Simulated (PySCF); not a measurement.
# C4H10Cl3GeN (GeCl3(NHtBu)): the cost of one run

Programs: PySCF 2.14.0, with density-fitted response routines of our own. Each step states its level of theory. These are calculated values for one molecule in the gas phase, unless marked as measured. Atoms count from 0, in the outputs and in this text.

### Step 1. Starting geometry

19 atoms, charge 0, multiplicity 1; geometry from: GFN2-xTB. The atoms were then displaced at random by about 0.03 Å, so the start is not that level's minimum.

Bonds of the start (Å): Ge0–Cl1 2.15, Ge0–Cl2 1.97, Ge0–Cl3 2.24, Ge0–N4 1.85, N4–C5 1.43, N4–H9 1.04, C5–C6 1.56, C5–C7 1.51, C5–C8 1.49, C6–H10 1.07, C6–H11 1.09, C6–H12 0.99, C7–H13 1.07, C7–H14 1.10, C7–H15 1.15, C8–H16 1.11, C8–H17 1.09, C8–H18 1.15.

### Step 2. Optimising the geometry at PBE0-D3(BJ)/def2-SVP

Job settings and geometry (Å):

```
{"job": {"xc": "PBE0", "basis": "def2-SVP", "d3": "d3bj", "grid": 1, "maxiter": 40, "shake": 0.03, "kind": "geom"}, "charge": 0, "multiplicity": 1}
Ge     1.022160     1.271500     1.803100
Cl     0.107350     1.804570     3.675630
Cl     2.818310     0.486360     2.041870
Cl     1.327380     3.179130     0.671500
N     -0.170860     0.088590     1.033610
C     -0.274740    -0.337710    -0.328820
C      1.166960    -0.507770    -0.902240
C     -0.911860    -1.701190    -0.302650
C     -1.086310     0.645900    -1.107960
H     -1.093340     0.146420     1.510010
H      1.060210    -0.920660    -1.881370
H      1.650260     0.470140    -0.927840
H      1.644760    -1.136880    -0.308030
H     -0.446890    -2.395100     0.362210
H     -1.036150    -2.163660    -1.289230
H     -1.966610    -1.583130     0.136370
H     -0.588690     1.636540    -1.186570
H     -2.108320     0.764600    -0.734320
H     -1.176390     0.245790    -2.180670
```

On the command line:

```console
OMP_NUM_THREADS=2 python probes_run.py task.json out
```

One launch serves the whole session: the jobs run in the order shown.

**Question.** How long does this first job take on 2 threads of AMD EPYC 7B13, shared host, and how much memory does it need?

About 2.5 min, with a peak of 1.2 GiB.
